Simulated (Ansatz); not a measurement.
# C₂H₄AlCl: one molecule under many settings

Aim: run C₂H₄AlCl under a spread of inputs, and see what each costs and gives.

Program: Ansatz 0.2.0, Gaussian basis. Level of theory: the settings change from run to run. These are calculated values, not measurements.

## 1. The geometry

The structure was relaxed beforehand with PBE0-D4 in a triple-zeta def2 set.

8 atoms, charge 0, spin multiplicity 1.

Atoms are counted from 1 here; the program's logs count them from 0.

Bond lengths: Cl1–Al4 2.101 Å, C2–C3 1.336 Å, C2–Al4 1.926 Å, C2–H5 1.089 Å, C3–H6 1.088 Å, C3–H7 1.089 Å, Al4–H8 1.577 Å. Angles: C3–C2–Al4 118.5°, C3–C2–H5 117.6°, Al4–C2–H5 123.9°, C2–C3–H6 122.9°, C2–C3–H7 121.9°, H6–C3–H7 115.2°, Cl1–Al4–C2 120.3°, Cl1–Al4–H8 118.5°, C2–Al4–H8 121.2°.

## 2. wB97/STO-3G

Set apart from the defaults: relativity set to scalar.

File in.yaml:

```yaml
crystal:
  periodic: [false, false, false]
  atoms:
    - {symbol: Cl, position_ang: [-3.078107, -0.891779, -0.624960]}
    - {symbol: C, position_ang: [0.037589, 0.644616, -0.255431]}
    - {symbol: C, position_ang: [1.305915, 0.597043, 0.161003]}
    - {symbol: Al, position_ang: [-1.074318, -0.905970, 0.005807]}
    - {symbol: H, position_ang: [-0.304925, 1.565430, -0.724572]}
    - {symbol: H, position_ang: [1.996317, 1.431219, 0.049973]}
    - {symbol: H, position_ang: [1.721592, -0.288258, 0.639378]}
    - {symbol: H, position_ang: [-0.511863, -2.209503, 0.693104]}
basis:
  gaussian: {orbitals: STO-3G}
hamiltonian: {xc: {name: wB97}, pseudopotentials: {relativity: scalar}}
```

Run with:

```sh
$ ansatz run in.yaml --threads 2 --pin off --events-out ev --progress --plain --max-ram 4352MiB
```

The log of the run:

```text
Functional definition: wB97
  name "wB97"
  cite "Chai & Head-Gordon, J. Chem. Phys. 128, 084106 (2008) doi:10.1063/1.2834918"
  cite "Becke, J. Chem. Phys. 107, 8554 (1997) doi:10.1063/1.475007"
  parameter omega = 0.4/bohr
  parameter cx1 = 1.13116
  parameter cx2 = -2.74915
  parameter cx3 = 12.0900
  parameter cx4 = -5.71642
  parameter css1 = -2.55352
  parameter css2 = 11.8926
  parameter css3 = -26.9452
  parameter css4 = 17.0927
  parameter cos1 = 3.99051
  parameter cos2 = -17.0066
  parameter cos3 = 1.07292
  parameter cos4 = 8.88211
  # The coefficients of nought are those of the uniform gas.
  exchange = spin_sum(e_x_unif_sr(omega)*poly(b97_u_x, 1, cx1, cx2, cx3, cx4)) + exact_x_lr(omega)
  correlation = spin_sum(e_c_pw_same_spin*poly(b97_u_same, 1, css1, css2, css3, css4))
      + integral(e_c_pw_opposite_spin*poly(b97_u_opposite, 1, cos1, cos2, cos3, cos4))
379 factors; integrals over basis functions are off by at most 4.1e-5 eV
188 factors; integrals over basis functions are off by at most 1.8e-6 eV
mean field evaluation 1: about -21055.8986 eV, gradient 1.9e1 eV
mean field evaluation 2: about -21057.3437 eV, gradient 5.0e0 eV
mean field evaluation 4: about -21057.4159 eV, gradient 3.9e-1 eV
mean field evaluation 8: about -21057.3326 eV, gradient 6.3e-3 eV
mean field -21057.33256044 eV, -773.8426984234 hartree, gradient 1.5e-5 eV, S^2 0.000000; 0 other end points of the search recorded, 0 dependent functions left out
reference -21057.33255460 eV, -773.8426982088 hartree; 23, 23 occupied and 9, 9 virtual orbitals, 379 factors
Total energy: -21057.33255460 eV, -773.8426982088 hartree
Relativity: scalar
```

It took 1.5 s on 2 threads of Arm Neoverse V1, shared host.

## 3. CCSD/aug-cc-pVDZ

Options: density fitting with def2-universal-jkfit, 2 DIIS vectors, high accuracy.

Edit in.yaml of step 2 so:

```diff
@@ -12,3 +12,5 @@
 basis:
-  gaussian: {orbitals: STO-3G}
-hamiltonian: {xc: {name: wB97}, pseudopotentials: {relativity: scalar}}
+  gaussian: {orbitals: aug-cc-pVDZ, fitting: {mean_field: def2-universal-jkfit}}
+hamiltonian: {xc: {name: HF}}
+correlation: {method: ccsd, diis_vectors: 2}
+accuracy: high
```

The command is unchanged.

The log of the run, cut to the lines that bear on the results:

```text
Functional definition: HF
  name "HF"
  cite "Fock, Z. Phys. 61, 126 (1930) doi:10.1007/BF01340294"
  parent pbe
[...]
478 factors; integrals over basis functions are off by at most 3.8e-1 eV
[...]
mean field -21212.58065039 eV, -779.5479604984 hartree, gradient 6.8e-9 eV, S^2 0.000000; 0 other end points of the search recorded, 0 dependent functions left out
12 core orbitals not correlated: weight in the atoms' cores, before any rotation towards them, 1.000 or more for the frozen orbitals, at most 0.000 for the correlated occupied ones
reference -21212.58065039 eV, -779.5479604984 hartree; 11, 11 occupied and 113, 113 virtual orbitals, 478 factors
second order -13.14704347 eV of doubles, -0.00000000 eV of singles
cycle   1  -13.94562070 eV  change   -8.0e-1 eV  update   8.1e-2
[...]
cycle  27  -14.37940859 eV  change  -5.8e-10 eV  update  5.5e-10
Total energy: -21226.96005898 eV, -780.0763940174 hartree
```

It took 19 s on 2 threads of Arm Neoverse V1, shared host; peak memory 0.97 GiB.

T1 0.011.

## 4. rPW86-PBE/aug-cc-pVTZ

Set apart from the defaults: charge -1, multiplicity 2, D3(BJ) dispersion.

Edit in.yaml of step 3 so:

```diff
@@ -12,5 +12,5 @@
 basis:
-  gaussian: {orbitals: aug-cc-pVDZ, fitting: {mean_field: def2-universal-jkfit}}
-hamiltonian: {xc: {name: HF}}
-correlation: {method: ccsd, diis_vectors: 2}
-accuracy: high
+  gaussian: {orbitals: aug-cc-pVTZ}
+total_charge: -1
+magnetization: {spin_polarized: true, initial_magnetization: 1}
+hamiltonian: {xc: {name: rPW86-PBE}, dispersion: d3bj}
```

Launched as before.

The log of the run:

```text
Functional definition: rPW86-PBE
  name "rPW86-PBE"
  cite "Murray, Lee & Langreth, J. Chem. Theory Comput. 5, 2754 (2009) doi:10.1021/ct900365q"
  cite "Perdew, Burke & Ernzerhof, Phys. Rev. Lett. 77, 3865 (1996) doi:10.1103/PhysRevLett.77.3865"
  parent pbe
  exchange = rpw86_x
  correlation = pbe_c
1346 factors; their error is unknown
mean field evaluation 1: about -21268.5868 eV, gradient 5.3e1 eV
mean field evaluation 2: about -21045.9431 eV, gradient 1.3e2 eV
mean field evaluation 4: about -21283.2994 eV, gradient 1.3e1 eV
mean field evaluation 8: about -21284.5638 eV, gradient 5.1e-1 eV
mean field evaluation 16: about -21284.5293 eV, gradient 1.5e-3 eV
mean field evaluation 32: about -21283.5019 eV, gradient 5.7e0 eV
mean field evaluation 64: about -21284.4900 eV, gradient 6.9e-1 eV
mean field -21284.52930698 eV, -782.1920248592 hartree, gradient 6.9e-6 eV, S^2 0.754615; 10 other end points of the search recorded, 0 dependent functions left out
reference -21284.52947650 eV, -782.1920310891 hartree; 24, 23 occupied and 260, 261 virtual orbitals, 1346 factors
Total energy: -21284.68998200 eV, -782.1979295573 hartree
```

It took 1.7 min on 2 threads of Arm Neoverse V1, shared host; peak memory 0.92 GiB.

⟨S²⟩ 0.755.

## 5. PBE0-DH/cc-pVDZ

Options: atoms shaken by 0.08 Å.

File in.yaml:

```yaml
crystal:
  periodic: [false, false, false]
  atoms:
    - {symbol: Cl, position_ang: [-3.049807, -0.882532, -0.564635]}
    - {symbol: C, position_ang: [0.036116, 0.720933, -0.410266]}
    - {symbol: C, position_ang: [1.422677, 0.506808, 0.157340]}
    - {symbol: Al, position_ang: [-1.090992, -0.739561, -0.020400]}
    - {symbol: H, position_ang: [-0.300701, 1.454056, -0.670496]}
    - {symbol: H, position_ang: [2.035408, 1.360741, 0.211931]}
    - {symbol: H, position_ang: [1.693152, -0.248997, 0.606155]}
    - {symbol: H, position_ang: [-0.611337, -2.321798, 0.714556]}
basis:
  gaussian: {orbitals: cc-pVDZ}
hamiltonian: {xc: {name: PBE0-DH}}
```

The command is unchanged.

The log of the run, cut to the lines that bear on the results:

```text
Functional definition: PBE0-DH
  name "PBE0-DH"
  cite "Brémond & Adamo, J. Chem. Phys. 135, 024106 (2011) doi:10.1063/1.3604569"
  cite "Perdew, Burke & Ernzerhof, Phys. Rev. Lett. 77, 3865 (1996) doi:10.1103/PhysRevLett.77.3865"
[...]
810 factors; integrals over basis functions are off by at most 8.9e-4 eV
[...]
mean field -21242.86687887 eV, -780.6609588663 hartree, gradient 4.9e-6 eV, S^2 0.000000; 0 other end points of the search recorded, 0 dependent functions left out
12 core orbitals not correlated: weight in the atoms' cores, before any rotation towards them, 1.000 or more for the frozen orbitals, at most 0.000 for the correlated occupied ones
reference -21242.86689851 eV, -780.6609595880 hartree; 11, 11 occupied and 61, 61 virtual orbitals, 810 factors
second order -15.94233115 eV of doubles, -0.00000000 eV of singles
Total energy: -21244.85968991 eV, -780.7341933209 hartree
```

Wall time 3.3 s (2 threads of Arm Neoverse V1, shared host).

## 6. r2SCAN50/STO-3G

Options: D3(BJ) with three-body dispersion.

File in.yaml:

```yaml
crystal:
  periodic: [false, false, false]
  atoms:
    - {symbol: Cl, position_ang: [-3.078107, -0.891779, -0.624960]}
    - {symbol: C, position_ang: [0.037589, 0.644616, -0.255431]}
    - {symbol: C, position_ang: [1.305915, 0.597043, 0.161003]}
    - {symbol: Al, position_ang: [-1.074318, -0.905970, 0.005807]}
    - {symbol: H, position_ang: [-0.304925, 1.565430, -0.724572]}
    - {symbol: H, position_ang: [1.996317, 1.431219, 0.049973]}
    - {symbol: H, position_ang: [1.721592, -0.288258, 0.639378]}
    - {symbol: H, position_ang: [-0.511863, -2.209503, 0.693104]}
basis:
  gaussian: {orbitals: STO-3G}
hamiltonian: {xc: {name: r2SCAN50}, dispersion: d3bjatm}
```

Launched as before.

The log of the run, cut to the lines that bear on the results:

```text
Functional definition: r2SCAN50
  name "r2SCAN50"
  cite "Bursch, Neugebauer, Ehlert & Grimme, J. Chem. Phys. 156, 134105 (2022) doi:10.1063/5.0086040"
  cite "Furness, Kaplan, Ning, Perdew & Sun, J. Phys. Chem. Lett. 11, 8208 (2020) doi:10.1021/acs.jpclett.0c02405"
  cite "Furness, Kaplan, Ning, Perdew & Sun, J. Phys. Chem. Lett. 11, 9248 (2020) doi:10.1021/acs.jpclett.0c03077"
  parent r2scan
[...]
379 factors; integrals over basis functions are off by at most 4.1e-5 eV
[...]
mean field -21017.29293741 eV, -772.3712694171 hartree, gradient 2.9e-6 eV, S^2 0.000000; 0 other end points of the search recorded, 0 dependent functions left out
reference -21017.29294071 eV, -772.3712695381 hartree; 23, 23 occupied and 9, 9 virtual orbitals, 379 factors
Total energy: -21017.35294492 eV, -772.3734746525 hartree
```

Wall time 1.3 s (2 threads of Arm Neoverse V1, shared host).

## 7. CAM-B3LYP/aug-pcseg-2

Options: high accuracy.

Edit in.yaml of step 6 so:

```diff
@@ -12,3 +12,4 @@
 basis:
-  gaussian: {orbitals: STO-3G}
-hamiltonian: {xc: {name: r2SCAN50}, dispersion: d3bjatm}
+  gaussian: {orbitals: aug-pcseg-2}
+hamiltonian: {xc: {name: CAM-B3LYP}}
+accuracy: high
```

Launched as before.

The log of the run, cut to the lines that bear on the results:

```text
Functional definition: CAM-B3LYP
  name "CAM-B3LYP"
  cite "Yanai, Tew & Handy, Chem. Phys. Lett. 393, 51 (2004) doi:10.1016/j.cplett.2004.06.011"
  cite "Iikura, Tsuneda, Yanai & Hirao, J. Chem. Phys. 115, 3540 (2001) doi:10.1063/1.1383587"
  cite "Becke, Phys. Rev. A 38, 3098 (1988) doi:10.1103/PhysRevA.38.3098"
  cite "Lee, Yang & Parr, Phys. Rev. B 37, 785 (1988) doi:10.1103/PhysRevB.37.785"
  cite "Vosko, Wilk & Nusair, Can. J. Phys. 58, 1200 (1980) doi:10.1139/p80-159"
[...]
  # Exact exchange under (alpha + beta erf(omega r))/r, Becke's under what is left of 1/r.
[...]
4327 factors; integrals over basis functions are off by at most 3.6e-9 eV
937 factors; integrals over basis functions are off by at most 1.8e-9 eV
[...]
mean field -21261.08970321 eV, -781.3306353089 hartree, gradient 3.0e-8 eV, S^2 0.000000; 0 other end points of the search recorded, 0 dependent functions left out
reference -21261.08972727 eV, -781.3306361928 hartree; 23, 23 occupied and 261, 261 virtual orbitals, 4327 factors
Total energy: -21261.08972727 eV, -781.3306361928 hartree
```

It took 70 s on 2 threads of Arm Neoverse V1, shared host; peak memory 2.8 GiB.

## 8. PBEsol/def2-SVP

Edit in.yaml of step 7 so:

```diff
@@ -12,4 +12,3 @@
 basis:
-  gaussian: {orbitals: aug-pcseg-2}
-hamiltonian: {xc: {name: CAM-B3LYP}}
-accuracy: high
+  gaussian: {orbitals: def2-SVP}
+hamiltonian: {xc: {name: PBEsol}}
```

Launched as before.

The log of the run:

```text
Functional definition: PBEsol
  name "PBEsol"
  cite "Perdew et al., Phys. Rev. Lett. 100, 136406 (2008) doi:10.1103/PhysRevLett.100.136406"
  cite "Perdew, Burke & Ernzerhof, Phys. Rev. Lett. 77, 3865 (1996) doi:10.1103/PhysRevLett.77.3865"
  parent pbesol
  exchange = pbesol_x
  correlation = pbesol_c
936 factors; their error is unknown
mean field evaluation 1: about -21191.5411 eV, gradient 5.1e1 eV
mean field evaluation 2: about -21166.2734 eV, gradient 9.9e1 eV
mean field evaluation 4: about -21198.5176 eV, gradient 1.3e1 eV
mean field evaluation 8: about -21199.0036 eV, gradient 2.9e-1 eV
mean field evaluation 16: about -21198.9531 eV, gradient 7.5e-5 eV
mean field -21198.95312922 eV, -779.0471583323 hartree, gradient 7.5e-5 eV, S^2 0.000000; 0 other end points of the search recorded, 0 dependent functions left out
reference -21198.95316454 eV, -779.0471596304 hartree; 23, 23 occupied and 61, 61 virtual orbitals, 936 factors
Total energy: -21198.95316454 eV, -779.0471596304 hartree
```

It took 1.1 s on 2 threads of Arm Neoverse V1, shared host.

## 9. wB97M-V/def2-TZVPP

This run has finite nuclei.

Edit in.yaml of step 8 so:

```diff
@@ -12,3 +12,4 @@
 basis:
-  gaussian: {orbitals: def2-SVP}
-hamiltonian: {xc: {name: PBEsol}}
+  gaussian: {orbitals: def2-TZVPP, nuclear_model: gaussian}
+hamiltonian: {xc: {name: wB97M-V}}
+output: {forces: true}
```

Launched as before.

The log of the run, cut to the lines that bear on the results:

```text
Functional definition: wB97M-V
  name "wB97M-V"
  cite "Mardirossian & Head-Gordon, J. Chem. Phys. 144, 214110 (2016) doi:10.1063/1.4952647"
  cite "Becke, J. Chem. Phys. 107, 8554 (1997) doi:10.1063/1.475007"
  cite "Vydrov & Van Voorhis, J. Chem. Phys. 133, 244103 (2010) doi:10.1063/1.3521275"
  # Of w^i u^j: cxij and so on, Table III.
[...]
  gx(w, u) = 1 - cx + cx01*u + cx10*w
  gss(w, u) = css00 + css04*u^4 + css10*w + css20*w^2 + css43*w^4*u^3
  gos(w, u) = cos00 + cos10*w + (cos20 + cos21*u)*w^2 + (cos60 + cos61*u)*w^6
[...]
      + integral(e_c_pw_mod_opposite_spin*gos(b97_w_opposite, b97_u_opposite)) + vv10(b, c)
1178 factors; their error is unknown
266 factors; integrals over basis functions are off by at most 2.5e-5 eV
[...]
mean field -21259.19108159 eV, -781.2608622513 hartree, gradient 3.0e-5 eV, S^2 0.000000; 0 other end points of the search recorded, 0 dependent functions left out
[...]
reference -21259.19113056 eV, -781.2608640508 hartree; 23, 23 occupied and 179, 179 virtual orbitals, 1178 factors
Total energy: -21259.19113056 eV, -781.2608640508 hartree
Atom 0 at    -3.078107    -0.891779    -0.624960 Å, force    -0.034399     0.002791    -0.012048 eV/Å
Atom 1 at     0.037589     0.644616    -0.255431 Å, force    -0.010345     0.031011    -0.015486 eV/Å
Atom 2 at     1.305915     0.597043     0.161003 Å, force     0.045014     0.011600     0.010993 eV/Å
Atom 3 at    -1.074318    -0.905970     0.005807 Å, force     0.123026    -0.119428     0.085548 eV/Å
Atom 4 at    -0.304925     1.565430    -0.724572 Å, force     0.049455    -0.062140     0.039827 eV/Å
Atom 5 at     1.996317     1.431219     0.049973 Å, force    -0.073057    -0.073806     0.005466 eV/Å
Atom 6 at     1.721592    -0.288258     0.639378 Å, force    -0.044217     0.066017    -0.040445 eV/Å
Atom 7 at    -0.511863    -2.209503     0.693104 Å, force    -0.055476     0.143956    -0.073855 eV/Å
Dipole moment:     0.376427     0.145289     0.060494 e Å
```

Run time: 16 s. Hardware: 2 threads of Arm Neoverse V1, shared host; peak memory 0.57 GiB.

Largest force 0.192 eV/Å, dipole 1.96 D.

## 10. SVWN5/6-31++G**

Options: atoms shaken by 0.15 Å, a point charge of 0.50 e beside it.

File in.yaml:

```yaml
crystal:
  periodic: [false, false, false]
  atoms:
    - {symbol: Cl, position_ang: [-3.010750, -0.841193, -0.643875]}
    - {symbol: C, position_ang: [-0.072911, 0.666881, -0.126818]}
    - {symbol: C, position_ang: [1.422153, 0.721609, 0.118191]}
    - {symbol: Al, position_ang: [-0.792918, -0.882041, 0.037985]}
    - {symbol: H, position_ang: [-0.311340, 1.349617, -0.845217]}
    - {symbol: H, position_ang: [1.985280, 1.289340, 0.205451]}
    - {symbol: H, position_ang: [1.639002, -0.304900, 0.831689]}
    - {symbol: H, position_ang: [-0.596709, -2.453621, 0.768021]}
basis:
  gaussian: {orbitals: "6-31++G**", point_charges: [{charge: 0.50, position_ang: [4.759, 0.610, 0.935]}]}
hamiltonian: {xc: {name: SVWN5}}
output: {forces: true}
```

Launched as before.

The log of the run, cut to the lines that bear on the results:

```text
Functional definition: SVWN5
  name "SVWN5"
  cite "Dirac, Proc. Camb. Phil. Soc. 26, 376 (1930) doi:10.1017/S0305004100016108"
  cite "Slater, Phys. Rev. 81, 385 (1951) doi:10.1103/PhysRev.81.385"
  cite "Vosko, Wilk & Nusair, Can. J. Phys. 58, 1200 (1980) doi:10.1139/p80-159"
[...]
1099 factors; their error is unknown
[...]
mean field -21164.42498855 eV, -777.7782725666 hartree, gradient 2.8e-5 eV, S^2 0.000000; 0 other end points of the search recorded, 0 dependent functions left out
[...]
reference -21164.42506309 eV, -777.7782753062 hartree; 23, 23 occupied and 85, 85 virtual orbitals, 1099 factors
Total energy: -21164.42506309 eV, -777.7782753062 hartree
Atom 0 at    -3.010750    -0.841193    -0.643875 Å, force     1.940597     0.002354     0.475824 eV/Å
Atom 1 at    -0.072911     0.666881    -0.126818 Å, force     9.487117     2.735984     0.917596 eV/Å
Atom 2 at     1.422153     0.721609     0.118191 Å, force   -22.660531   -21.716801     0.594534 eV/Å
Atom 3 at    -0.792918    -0.882041     0.037985 Å, force    -4.878333    -5.935672     0.698527 eV/Å
Atom 4 at    -0.311340     1.349617    -0.845217 Å, force    -1.516139     2.806694    -1.849172 eV/Å
Atom 5 at     1.985280     1.289340     0.205451 Å, force    17.097418    18.061707     1.483820 eV/Å
Atom 6 at     1.639002    -0.304900     0.831689 Å, force     0.171093     2.584455    -1.724561 eV/Å
Atom 7 at    -0.596709    -2.453621     0.768021 Å, force     0.320463     1.486430    -0.607600 eV/Å
Dipole moment:     0.663509     0.225637     0.056196 e Å
```

It took 1.4 s on 2 threads of Arm Neoverse V1, shared host.

Largest force 31.392 eV/Å, dipole 3.38 D.

## 11. The runs in one table

```csv
level,charge,multiplicity,geometry,functions,energy (eV),time
wB97/STO-3G,0,1,relaxed,32,-21057.333,1.5 s
CCSD/aug-cc-pVDZ,0,1,relaxed,136,-21226.960,19 s
rPW86-PBE/aug-cc-pVTZ,-1,2,relaxed,284,-21284.690,1.7 min
PBE0-DH/cc-pVDZ,0,1,shaken,84,-21244.860,3.3 s
r2SCAN50/STO-3G,0,1,relaxed,32,-21017.353,1.3 s
CAM-B3LYP/aug-pcseg-2,0,1,relaxed,284,-21261.090,70 s
PBEsol/def2-SVP,0,1,relaxed,84,-21198.953,1.1 s
wB97M-V/def2-TZVPP,0,1,relaxed,202,-21259.191,16 s
SVWN5/6-31++G**,0,1,"shaken, point charge",108,-21164.425,1.4 s
```

## 12. What came out

```
                                         quantity                           value
                                             runs                               9
                                         quickest          PBEsol/def2-SVP, 1.1 s
                                          slowest  rPW86-PBE/aug-cc-pVTZ, 1.7 min
spread of total energies, same state and geometry                        243.7 eV
```

rPW86-PBE/aug-cc-pVTZ took 93 times as long as PBEsol/def2-SVP. The jobs differ in tasks and options as well as level. The totals spread over 244 eV; they can't be compared across methods or bases. Some of these runs are scalar-relativistic and others not, which shifts the totals of all-electron atoms past neon by eV; core potentials, where a basis has them, take the core out of the total altogether. At the PBE0-D4/def2-TZVP geometry and in the same state, runs without warnings or point charges leave forces up to 0.19 eV/Å (wB97M-V/def2-TZVPP).
